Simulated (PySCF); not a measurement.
# RhOI: structure of the triplet

Where does triplet RhOI go from a bent start, is the end point a minimum, and what are its modes, charges and moments?

Computed with PySCF 2.14.0. Level: B3LYP, basis Rh def2-SVP with ECP28, O def2-SVP, I def2-SVP with ECP28, scalar-relativistic core potentials, no spin–orbit coupling, density fitting.

### Step 1. Starting geometry

3 atoms, charge 0, spin multiplicity 3.

Bond lengths: Rh1–O2 1.670 Å, Rh1–I3 2.580 Å. Angles: O2–Rh1–I3 110.0°.

```xyz
3
charge 0 multiplicity 3
Rh    0.0000    0.0000    0.0000
O    -1.3680    0.0000    0.9579
I     2.1134    0.0000    1.4798
```

### Step 2. First SCF at the start

The steps below are one call of a driver around PySCF. For each, scf.py gives the equivalent set-up of the SCF; relaxations use the driver's own optimiser. After this first run the driver tries any further starts and a stability analysis.

Input file scf.py:

```python
from pyscf import gto, scf, dft
mol = gto.M(atom='''
Rh     0.000000     0.000000     0.000000
O     -1.368000     0.000000     0.957900
I      2.113400     0.000000     1.479800''',
    basis={'Rh': 'def2-SVP', 'O': 'def2-SVP', 'I': 'def2-SVP'},
    ecp={'Rh': 'def2-SVP', 'I': 'def2-SVP'},
    charge=0, spin=2)
mf = dft.UKS(mol, xc='B3LYP')
mf.grids.atom_grid = (50, 194)
aux = {'Rh': 'def2-universal-JKFIT', 'O': 'def2-universal-JKFIT', 'I': 'def2-universal-JKFIT'}
mf = mf.density_fit(auxbasis=aux)
mf.conv_tol = 1e-08
mf.diis_space = 10
mf.max_cycle = 60
mf.init_guess = 'minao'
mf.verbose = 4
mf.kernel()
```

On the command line:

```console
$ OMP_NUM_THREADS=2 python axn.py task.json out
```

Log:

```text
init E= -442.107222006155
[... the frontier-level lines of each cycle are left out ...]
cycle= 1 E= -480.588146934995  delta_E= -38.5  |g|= 2.61  |ddm|= 6.38
cycle= 2 E= -469.153134642274  delta_E= 11.4  |g|= 4.61  |ddm|= 8.02
cycle= 3 E= -482.72100134156  delta_E= -13.6  |g|=  1.3  |ddm|=  6.4
cycle= 4 E= -482.426963407486  delta_E= 0.294  |g|= 1.51  |ddm|= 1.91
cycle= 5 E= -482.975631607386  delta_E= -0.549  |g|= 0.846  |ddm|= 1.88
cycle= 6 E= -483.443919798594  delta_E= -0.468  |g|= 0.344  |ddm|= 1.33
cycle= 7 E= -483.490234600954  delta_E= -0.0463  |g|= 0.192  |ddm|= 0.424
cycle= 8 E= -483.504531751202  delta_E= -0.0143  |g|= 0.0585  |ddm|= 0.131
cycle= 9 E= -483.505879135275  delta_E= -0.00135  |g|= 0.0239  |ddm|= 0.0578
cycle= 10 E= -483.506219274603  delta_E= -0.00034  |g|= 0.0049  |ddm|= 0.0375
cycle= 11 E= -483.506277074547  delta_E= -5.78e-05  |g|= 0.00195  |ddm|= 0.026
cycle= 12 E= -483.506291960781  delta_E= -1.49e-05  |g|= 0.00075  |ddm|= 0.0138
cycle= 13 E= -483.506295499523  delta_E= -3.54e-06  |g|= 0.000683  |ddm|= 0.00984
cycle= 14 E= -483.506295837084  delta_E= -3.38e-07  |g|= 0.000155  |ddm|= 0.00157
cycle= 15 E= -483.506295948002  delta_E= -1.11e-07  |g|= 7.8e-05  |ddm|= 0.00103
cycle= 16 E= -483.506296015162  delta_E= -6.72e-08  |g|= 3.44e-05  |ddm|= 0.00121
cycle= 17 E= -483.506296027204  delta_E= -1.2e-08  |g|= 1.99e-05  |ddm|= 0.000476
cycle= 18 E= -483.506296030483  delta_E= -3.28e-09  |g|= 1.14e-05  |ddm|= 0.000242
Extra cycle  E= -483.506296030705  delta_E= -2.22e-10  |g|= 2.95e-05  |ddm|= 6.99e-05
converged SCF energy = -483.506296030705  <S^2> = 2.01533  2S+1 = 3.0102026
```

This step, with its further starts and checks, needed 10 s of wall time on 2 threads of Arm Neoverse V2, shared host.

Energies from each starting density:

```
                      start  energy (Eh)
    the minimal-basis guess  -483.506296
a thermally smeared density  -483.506296
      a smeared PBE density  -483.506296
```

No lower solution of this spin turned up from the other starts or in the test of internal stability.

### Step 3. Relaxing the triplet from the bent start

The program finds Cs symmetry in the start, which this walk keeps. Threshold on the gradient: 0.0003 Eh/bohr, with a further test on the energy change.

scf.py: that of step 2 with these lines changed.

```diff
@@ -3,3 +3,3 @@
-Rh     0.000000     0.000000     0.000000
-O     -1.368000     0.000000     0.957900
-I      2.113400     0.000000     1.479800''',
+Rh    -1.002091     0.000000    -0.826325
+O     -2.370091     0.000000     0.131575
+I      1.111309     0.000000     0.653475''',
@@ -16 +15,0 @@
-mf.init_guess = 'minao'
```

Energy and gradient, step by step:

```
step  energy (Eh)  change (kJ/mol)  largest symmetric gradient (Eh/bohr)
   0  -483.506296             0.00                               0.01296
   1  -483.506943            -1.70                               0.00612
   2  -483.507333            -2.72                               0.00640
   3  -483.507445            -3.02                               0.00414
   4  -483.507498            -3.16                               0.00059
   5  -483.507498            -3.16                               0.00012
```

The walk took 13 s.

It settles in Cs symmetry, 3.2 kJ/mol below the start, after 5 steps: Rh–I 2.551 Å, Rh–O 1.680 Å; I–Rh–O 120.0°.

### Step 4. Hessian and properties

On the finer grid the gradient is checked again; gradients at displacements of ±0.02 bohr then give force constants and infrared intensities.

scf.py: that of step 3 with these lines changed.

```diff
@@ -3,3 +3,3 @@
-Rh    -1.002091     0.000000    -0.826325
-O     -2.370091     0.000000     0.131575
-I      1.111309     0.000000     0.653475''',
+Rh    -1.023005     0.000000    -0.744597
+O     -2.505504     0.000000     0.045094
+I      1.146874     0.000000     0.598983''',
@@ -10 +10 @@
-mf.grids.atom_grid = (50, 194)
+mf.grids.atom_grid = (75, 302)
@@ -13 +13 @@
-mf.conv_tol = 1e-08
+mf.conv_tol = 1e-10
```

This SCF starts from the last density.

SCF at the final geometry:

```text
init E= -483.50731285705
[... the frontier-level lines of each cycle are left out ...]
cycle= 1 E= -483.507312857054  delta_E= -3.41e-12  |g|= 9.43e-07  |ddm|= 5.66e-06
Extra cycle  E= -483.507312857052  delta_E= 1.93e-12  |g|= 2.18e-06  |ddm|= 5.74e-06
converged SCF energy = -483.507312857052  <S^2> = 2.0181829  2S+1 = 3.0120976
```

The whole step took 50 s.

Geometry: Cs; Rh–I 2.552 Å, Rh–O 1.680 Å; I–Rh–O 120.2°.

Modes, for the most abundant isotopes:

```csv
symmetry,ω (cm⁻¹),IR (km/mol),μ (u),type
a',105,7.5,19.85,bend
a',222,14.9,100.86,stretch
a',931,71.9,18.01,stretch
```

No imaginary mode, so this is a minimum.

Constants and moments:

| Item | Value |
| --- | --- |
| Dipole moment | 2.29 D |
| Highest occupied level | -7.03 eV |
| Lowest empty level | -4.46 eV |
| Rotational constants | 0.6528, 0.03731, 0.03529 cm⁻¹ |
| Zero-point energy | 7.5 kJ/mol |
| Principal polarisabilities | 42.9, 48.7, 100.6 bohr³ |
| Atomisation energy without zero-point energy | 620 kJ/mol |
| Principal traceless quadrupole moments about the centre of mass | -6.05, -1.20, 7.25 D Å |
| Entropy at 298.15 K and 1 bar (electronic part: spin only) | 322.5 J/(mol K) |
| Heat capacity Cp at 298.15 K | 50.9 J/(mol K) |
| Enthalpy at 298.15 K above 0 K | 13.33 kJ/mol |
| Rotational symmetry number | 1 |
| Spin squared ⟨S²⟩ | 2.018 |

Populations by atom (charges in e):

```csv
atom,Mulliken,Löwdin,polar tensor,spin (Mulliken),Mayer order to Rh1
Rh1,0.37,-0.22,0.88,1.20,–
O2,-0.27,0.00,-0.53,0.79,1.97
I3,-0.10,0.22,-0.35,0.01,1.25
```

Mulliken populations on Rh1 (outside its core potential): s 2.46, p 6.35, d 7.82, f 0.01.

### Step 5. Summary of results

| quantity | value |
| --- | --- |
| minimum | triplet, Cs |
| geometry | Rh–I 2.552 Å, Rh–O 1.680 Å; I–Rh–O 120.2° |
| wavenumbers (cm⁻¹) | 105 (a'), 222 (a'), 931 (a') |
| dipole moment | 2.29 D |
| highest occupied, lowest empty level (either spin) | -7.03, -4.46 eV |
| polar-tensor charge of Rh1 | +0.88 e |
| zero-point energy | 7.5 kJ/mol |
| entropy at 298.15 K | 322.5 J/(mol K) |
| atomisation energy (no zero-point energy) | 620 kJ/mol |
| ⟨S²⟩ | 2.018 |

What this shows: The molecule stays Cs, as typed, and the end point is a minimum. The strongest infrared band lies at 931 cm⁻¹ (a', stretch). Most of the spin sits on Rh1 (Mulliken spin 1.20, against 2 for the whole molecule). Only this shape and spin were tried, so other structures or states may lie lower. One determinant may miss the lowest occupation of an open d or f shell. Spin–orbit coupling, left out here, can matter for elements this heavy.

The search up to here took 74 s.
